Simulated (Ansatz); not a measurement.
This was printed by a script on the Ansatz DFT code, driven from Python, for a geometry optimisation of CH5BOS2, SMILES COB(S)S. What did the script look like? Use: PBE0, 6-31G* basis, multiplicity 1.

```xyz
10

C     0.0980   -1.6914   -0.2599
O     0.7141   -0.5478    0.2946
B    -0.1268    0.6644    0.0576
S    -1.2843    1.2125    1.3543
S     0.1884    1.7097   -1.4806
H     0.6643   -2.5382   -0.1020
H    -0.9112   -1.8213    0.2182
H    -0.0294   -1.5163   -1.3811
H    -0.3974    1.9852    2.0904
H     1.1673    2.4919   -0.7885
```

```console
$ python ch5bos2_opt.py
E = -25502.145281 eV = -937.1865531 Ha
converged: True  doubts: none
pair        before    after (A)
C0-O1        1.4124   1.4174
C0-H5        1.0309   1.0925
C0-H6        1.1243   1.0964
C0-H7        1.1419   1.0964
O1-B2        1.4942   1.3510
B2-S3        1.8225   1.8233
B2-S4        1.8863   1.8287
S3-H8        1.3876   1.3464
S4-H9        1.4315   1.3444
```

The script that was run (others could print the same):

`ch5bos2_opt.py`:
```python
import itertools

import ansatz as az
from ase.data import atomic_numbers, covalent_radii
import numpy as np

BASIS = "6-31G*"
XC = "pbe0"

GEOMETRY = """
C     0.09800   -1.69140   -0.25990
O     0.71410   -0.54780    0.29460
B    -0.12680    0.66440    0.05760
S    -1.28430    1.21250    1.35430
S     0.18840    1.70970   -1.48060
H     0.66430   -2.53820   -0.10200
H    -0.91120   -1.82130    0.21820
H    -0.02940   -1.51630   -1.38110
H    -0.39740    1.98520    2.09040
H     1.16730    2.49190   -0.78850
"""


def main() -> None:
    molecule = az.Crystal.molecule()
    for line in GEOMETRY.strip().splitlines():
        symbol, *xyz = line.split()
        molecule = molecule.atom(symbol, [float(v) for v in xyz])

    model = (
        molecule.calculation()
        .basis(gaussian=BASIS)
        .functional(XC)
        .accuracy("medium")
    )
    symbols = [site.symbol for site in molecule.cartesian_sites]
    start = np.array([site.position_ang for site in molecule.cartesian_sites], dtype=float)
    r = model.relax(force_tolerance=0.02).run(threads=1).report
    end = np.array(r["positions_ang"])

    print(f"E = {r['free_energy_ev']:.6f} eV = {r['free_energy_ev'] / 27.211386246:.7f} Ha")
    print("converged:", r["converged"], " doubts:", r["published_state_doubts"] or "none")

    radius = [covalent_radii[atomic_numbers[s]] for s in symbols]
    span = lambda where, i, j: np.linalg.norm(where[i] - where[j])
    bonded = [(i, j) for i, j in itertools.combinations(range(len(symbols)), 2) if min(span(start, i, j), span(end, i, j)) < 1.2 * (radius[i] + radius[j])]
    print("pair        before    after (A)")
    for i, j in bonded:
        print(f"{symbols[i]}{i}-{symbols[j]}{j}".ljust(10), f"{span(start, i, j):8.4f} {span(end, i, j):8.4f}")
    with open("ch5bos2_opt.xyz", "w") as handle:
        handle.write(f"{len(symbols)}\nrelaxed CH5BOS2\n")
        handle.writelines(f"{s:2s} {x:11.6f} {y:11.6f} {z:11.6f}\n" for s, (x, y, z) in zip(symbols, end))


if __name__ == "__main__":
    main()
```

What to keep in mind:
- These settings explore the input space; basis and method may be short of convergence.
- The end point is the stationary point reached from this start; no frequency run checks that it is a minimum, and the basis set is modest.
- Finished in 90 s on 1 thread of AMD EPYC 7B13 (Zen 3) (shared host), peak memory 0.28 GiB.
